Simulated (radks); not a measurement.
# V²⁺ in [Ar] 3d3: an all-electron calculation

An exercise on one series of results from a longer session: the logs are not shown, and one member is left open.

The numbers are computed with radks (a radial shooting solver on a logarithmic mesh, Libxc functionals) version 1 (scalar-relativistic Kohn-Sham, r2SCAN, spin-polarised, spherical densities, finite nucleus; open shells are filled with parallel spins first), except any that are marked as measured or tabulated.

### The atom as given

- element: vanadium (Z = 23)
- charge: +2
- electrons: 21
- configuration: [Ar] 3d3
- nuclear rms radius: 3.6002 fm

The outer shells:

V²⁺
```
[Ar] core
3d [↑ ][↑ ][↑ ][  ][  ]
```

The first run:

The run's settings:

```text
Z 23
configuration [Ar] 3d3
relativity scalar-relativistic
functional r2scan,r2scan
spin polarised
nucleus finite rms 3.6002 fm
c 137.035999084
```

Command:

```bash
python run_ks.py task.json out
```

This one command runs every case of the session in turn.

One of the session's tables, all rows but one given; the rest of the session is left out.

It belongs to the step «Radial structure». From the orbitals of this run (lengths in bohr):

```
  level      <r>  outermost maximum (interpolated)  90 % within  nodes
1s down  0.06645                            0.0435        0.119      0
  1s up  0.06645                            0.0435        0.119      0
  2s up   0.3076                             0.255        0.477      1
2s down   0.3071                             0.255        0.476      1
  2p up   0.2741                             0.208        0.450      0
2p down   0.2735                             0.208        0.449      0
  3s up   0.9490                             0.820         1.42      2
3s down        ?                                 ?            ?      ?
  3p up    1.015                             0.847         1.56      1
3p down    1.018                             0.848         1.57      1
  3d up    1.296                             0.890         2.20      0
3d down    1.317                             0.896         2.25      0
```

Q: Estimate the row for 3s down from the others.

The run gave: <r>: 0.9514; outermost maximum (interpolated): 0.820; 90 % within: 1.42; nodes: 2. In the column «<r>» it lies between 3s up (0.9490) and 3p up (1.015).

To keep in mind: Open shells are spherical and high-spin; term and fine-structure splittings are not resolved.
